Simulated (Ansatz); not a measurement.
Write the native input for Ansatz 0.2.0 that does the following.

* Task: single point
* Functional: r2SCAN0 form with a typed share of exact exchange
* Potentials or basis: Ansatz PAW
* Cutoff: 500 eV (not typed: the program's choice for these potentials)
* k mesh: 4 × 4 × 4
* Occupations: fermi-dirac, width 0.05 eV
* Spin: no spin polarisation
* Share of exact exchange: 0.1

The system is SnTe3.

```
Te Sn
1.0
     0.00000    3.86122    3.86122
     3.86122    0.00000    3.86122
     3.86122    3.86122    0.00000
Te Sn
3 1
Cartesian
  3.8612 3.8612 3.8612
  5.7918 5.7918 5.7918
  1.9306 1.9306 1.9306
  0.0000 0.0000 0.0000
```

The cell comes from a database or a generator and needn't be the stable form of this composition.

One way to write it, as run:

input.yaml

```yaml
crystal:
  lattice:
    - [0.0, 3.861219, 3.861219]
    - [3.861219, 0.0, 3.861219]
    - [3.861219, 3.861219, 0.0]
  atoms:
    - { symbol: Te, position: [0.5, 0.5, 0.5] }
    - { symbol: Te, position: [0.75, 0.75, 0.75] }
    - { symbol: Te, position: [0.25, 0.25, 0.25] }
    - { symbol: Sn, position: [0.0, 0.0, 0.0] }
hamiltonian:
  xc: { exchange: r2scan, correlation: r2scan, exx: { coeff: 0.1 } }
  pseudopotentials: { kind: paw }
kpoints:
  mp_grid: { grid: [4, 4, 4] }
scf:
  occupations: { method: fermi_dirac, width: 0.05 }
output:
  forces: true
  stress: true
  eigenvalues: true
  write_density: true
  write_potential: true
  elf: true
  volumetric_format: npy
```

Potentials or basis: Ansatz PAW.

Run with:

```console
$ ansatz run input.yaml --threads 2 --pin off --max-ram 5632MiB --backend cpu --events-out ev --progress --plain --runs-dir out
```

Results of the run:

```yaml
Pressure: -0.1 GPa
Band_gap_on_the_k_mesh: none (metal or under the smearing width)
```

Caveat: the PAW data sets come from PBE, with cores solved anew for the run's functional, which leaves a small shift of forces and pressure; the thresholds are loose for stress.

It took 59 s on 2 threads of Arm Neoverse V1, on a shared host, peak memory 2.1 GiB.
